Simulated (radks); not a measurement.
**Cu¹⁸⁺ in [He] 2s1 2p6 3s1 4s1: an all-electron calculation**

Aim: the levels, the sizes of the orbitals and the parts of the energy of the copper ion Cu18+.

Program: radks (a radial shooting solver on a logarithmic mesh, Libxc functionals) version 1. Level of theory: scalar-relativistic Kohn-Sham, SOGGA, spin-polarised, spherical densities, finite nucleus; open shells are filled with parallel spins first. These are calculated values, not measurements, unless marked.

**1. The atom as given**

- element: copper (Z = 29)
- charge: +18
- electrons: 11
- configuration: [He] 2s1 2p6 3s1 4s1
- nuclear rms radius: 3.8823 fm

The outer shells:

Cu¹⁸⁺
```
[He] core
2s [↑ ]
2p [↑↓][↑↓][↑↓]
3s [↑ ]
4s [↑ ]
```

**2. The calculation**

The run's settings:

```text
Z 29
configuration [He] 2s1 2p6 3s1 4s1 3p0 3d0
relativity scalar-relativistic
functional sogga,pbe
spin polarised
nucleus finite rms 3.8823 fm
c 137.035999084
```

What does the calculation give?

The runs gave:

```
                        quantity                   value
                    total energy     -1428.82297 hartree
exchange-correlation share of it                  3.01 %
                            −T/E                  1.0167
          highest occupied level       4s up, -355.43 eV
    most extended occupied level  4s up, <r> = 1.07 bohr
 radius at density 0.001 e/bohr³               1.96 bohr
    maxima of the radial density                       3
```

What this shows: The radial density shows 3 maxima for 4 occupied principal shells; where shells overlap, one shows as a shoulder or not at all. −T/E is 1.017: with relativity the kinetic term as defined here no longer equals −E. This is not the tabulated ground configuration, so its levels and sizes aren't those of the ground state, and no measured value stands beside it.
